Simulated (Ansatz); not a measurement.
# AlBrCl radical: a relaxed scan of the bond length Cl1–Al2

One table from this session's results is given with a row withheld; the runs are named, their logs left out.

The runs use Ansatz 0.2.0, Gaussian basis; single points in def2-TZVPP.

Levels: PBE-D4, r2SCAN-D4, PBE0-D4, B3LYP-D4, wB97M-V, Hartree-Fock, MP2, CCSD, CCSD(T). The scan takes 1.850, 1.923, 2.030, 2.155, 2.294, 2.443, 2.602, 2.769, 2.943 Å.

Correlated methods freeze the cores. Filled d shells of the heavier atoms are correlated. Orbitals are unrestricted. B3LYP uses VWN-RPA correlation.

19 further runs of the same task are left out: 19 set aside as unsound or not needed.

## Starting geometry

The minimum, relaxed at PBE0-D4: SMILES `[Cl][Al][Br]`, 3 atoms, charge 0, spin multiplicity 2.

Atoms are counted from 1 here; the program's logs count them from 0.

Bond lengths: Cl1–Al2 2.102 Å, Al2–Br3 2.266 Å. Angles: Cl1–Al2–Br3 118.9°.

Coordinates:

```
Cl    0.4399    1.7611    0.4239
Al   -0.6481    0.1313   -0.3377
Br    0.1971   -1.9572   -0.0994
```

Energies of the minimum (eV), from earlier single points: PBE-D4 -89149.94642, r2SCAN-D4 -89167.35052, PBE0-D4 -89153.98294, B3LYP-D4 -89171.04230, wB97M-V -89164.23569, CCSD(T) -89104.47261.

At the minimum the bond length Cl1–Al2 is 2.102 Å.

The first run:

Contents of relax/in.yaml:

```yaml
crystal:
  periodic: [false, false, false]
  atoms:
    - {symbol: Cl, position_ang: [0.439923, 1.761088, 0.423897]}
    - {symbol: Al, position_ang: [-0.517483, 0.326944, -0.246255]}
    - {symbol: Br, position_ang: [0.327713, -1.761639, -0.008044]}
basis:
  gaussian: {orbitals: def2-TZVP}
magnetization: {spin_polarized: true, initial_magnetization: 1}
hamiltonian: {xc: pbe0, dispersion: d4}
relax: {f_tol: 0.005, max_steps: 200, constraints: [{distance: [0, 1]}]}
```

No record of the launch command was kept for these runs.

Steps of the session up to this table: Cl1–Al2 = 1.850 Å; Cl1–Al2 = 1.923 Å; Cl1–Al2 = 2.030 Å; Cl1–Al2 = 2.155 Å; Cl1–Al2 = 2.294 Å; Cl1–Al2 = 2.443 Å; Cl1–Al2 = 2.602 Å; Cl1–Al2 = 2.769 Å; Cl1–Al2 = 2.943 Å.

One table of the session follows, with a row left open; its other results are not shown here.

Energies less that of the minimum at the same level (eV):

```
bond length (Å)  PBE-D4  PBE0-D4  B3LYP-D4  wB97M-V  Hartree-Fock
          1.850   0.778    0.717     0.759    0.741         0.744
          1.923   0.366    0.322     0.352    0.338         0.332
          2.030       ?        ?         ?        ?             ?
2.102 (minimum)   0.000    0.000     0.000    0.000         0.000
          2.155   0.005    0.019     0.009    0.015         0.022
          2.294   0.160    0.210     0.174    0.195         0.230
          2.443   0.454    0.543     0.477    0.522         0.593
          2.602   0.822    0.954     0.852    0.931         1.045
          2.769   1.209    1.382     1.238    1.366         1.526
          2.943   1.579    1.790     1.603    1.785         1.980
```

**Question.** Estimate the row for bond length (Å) = 2.030.

The run gave: PBE-D4: 0.063; PBE0-D4: 0.044; B3LYP-D4: 0.057; wB97M-V: 0.051; Hartree-Fock: 0.044.
